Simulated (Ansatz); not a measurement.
# CH7ClSi2: how energies converge with the basis set

How large a basis does CH7ClSi2 need? Two functionals and correlated methods are run in growing sets.

Computed with Ansatz 0.2.0, Gaussian basis. Level: one geometry, several basis sets.

The runs, in order: PBE0-D4/def2-SVP; ωB97M-V/def2-SVP; PBE0-D4/def2-QZVPP; ωB97M-V/def2-QZVPP; CCSD(T)/cc-pV(D+d)Z; CCSD(T)/cc-pV(T+d)Z; CCSD(T)/cc-pV(Q+d)Z; the functionals' def2-TZVPP values are taken from earlier runs.

### Step 1. The geometry

The geometry comes from an earlier relaxation with PBE0-D4 in a triple-zeta def2 set; it is a stationary point, not always the lowest conformer.

SMILES `C[SiH2][SiH2]Cl`, 11 atoms, charge 0, spin multiplicity 1.

Atoms are counted from 1 here; the program's logs count them from 0.

Bond lengths: C1–Si2 1.873 Å, C1–H5 1.092 Å, C1–H6 1.092 Å, C1–H7 1.092 Å, Si2–Si3 2.339 Å, Si2–H8 1.491 Å, Si2–H9 1.489 Å, Si3–Cl4 2.071 Å, Si3–H10 1.485 Å, Si3–H11 1.487 Å. Angles: Si2–C1–H5 110.9°, Si2–C1–H6 110.3°, Si2–C1–H7 110.7°, H5–C1–H6 108.2°, H5–C1–H7 108.3°, H6–C1–H7 108.4°, C1–Si2–Si3 110.3°, C1–Si2–H8 111.2°, C1–Si2–H9 110.9°, Si3–Si2–H8 108.3°, Si3–Si2–H9 108.0°, H8–Si2–H9 108.0°, Si2–Si3–Cl4 107.9°, Si2–Si3–H10 113.2°, Si2–Si3–H11 112.4°, Cl4–Si3–H10 107.5°, Cl4–Si3–H11 107.0°, H10–Si3–H11 108.5°.

### Step 2. PBE0-D4 in def2-SVP

Contents of in.yaml:

```yaml
crystal:
  periodic: [false, false, false]
  atoms:
    - {symbol: C, position_ang: [-0.254843, 1.675515, 0.256442]}
    - {symbol: Si, position_ang: [-0.284611, 0.165617, -0.851544]}
    - {symbol: Si, position_ang: [0.566123, -1.693987, 0.284599]}
    - {symbol: Cl, position_ang: [-0.483193, -1.891961, 2.059246]}
    - {symbol: H, position_ang: [0.768237, 1.928620, 0.542237]}
    - {symbol: H, position_ang: [-0.826725, 1.488436, 1.167709]}
    - {symbol: H, position_ang: [-0.691130, 2.537240, -0.253216]}
    - {symbol: H, position_ang: [0.535719, 0.381252, -2.077819]}
    - {symbol: H, position_ang: [-1.674987, -0.153384, -1.278570]}
    - {symbol: H, position_ang: [0.410684, -2.963287, -0.470934]}
    - {symbol: H, position_ang: [2.000024, -1.531161, 0.642350]}
basis:
  gaussian: {orbitals: def2-SVP}
hamiltonian: {xc: pbe0, dispersion: d4}
output: {orbitals: {seedname: orbitals}}
```

Started as:

```sh
ansatz run in.yaml --threads 2 --pin off --events-out ev --progress --plain --max-ram 32768MiB --backend cpu
```

Further steps of the session: ωB97M-V in def2-SVP; PBE0-D4 in def2-QZVPP; ωB97M-V in def2-QZVPP; CCSD(T) in cc-pV(D+d)Z; CCSD(T) in cc-pV(T+d)Z; CCSD(T) in cc-pV(Q+d)Z.

Before running them: what should the planned runs give, taken together? Wanted: MP2 correlation recovered, cc-pV(D+d)Z; MP2 correlation recovered, cc-pV(T+d)Z; MP2 correlation recovered, cc-pV(Q+d)Z; CCSD(T) limit from def2 sets; PBE0-D4: double and triple zeta above quadruple; ωB97M-V: double and triple zeta above quadruple.

As calculated:

| quantity | value |
| --- | --- |
| MP2 correlation recovered, cc-pV(D+d)Z | 68.9 % |
| MP2 correlation recovered, cc-pV(T+d)Z | 87.9 % |
| MP2 correlation recovered, cc-pV(Q+d)Z | 95.0 % |
| CCSD(T) limit from def2 sets (earlier runs) less the limit of this series | -118 meV |
| PBE0-D4: double and triple zeta above quadruple | 12.12, 0.97 eV |
| ωB97M-V: double and triple zeta above quadruple | 12.18, 0.92 eV |

**Reading.** PBE0-D4 gains 11.16 eV from double to triple zeta, then 0.97 eV more. In cc-pV(D+d)Z MP2 holds 69 % of its limit, in cc-pV(Q+d)Z 95 %, while Hartree-Fock is within 0.106 eV in the largest set. A limit from the def2 sets, made apart, differs by 118 meV, a least measure of the doubt on such a limit. These are total energies; as a rule much of such shifts cancels in differences, which this series doesn't test. The LUMO of ωB97M-V is positive and keeps falling with the basis (1.77 to 1.02 eV): an unbound level that the basis holds in place.
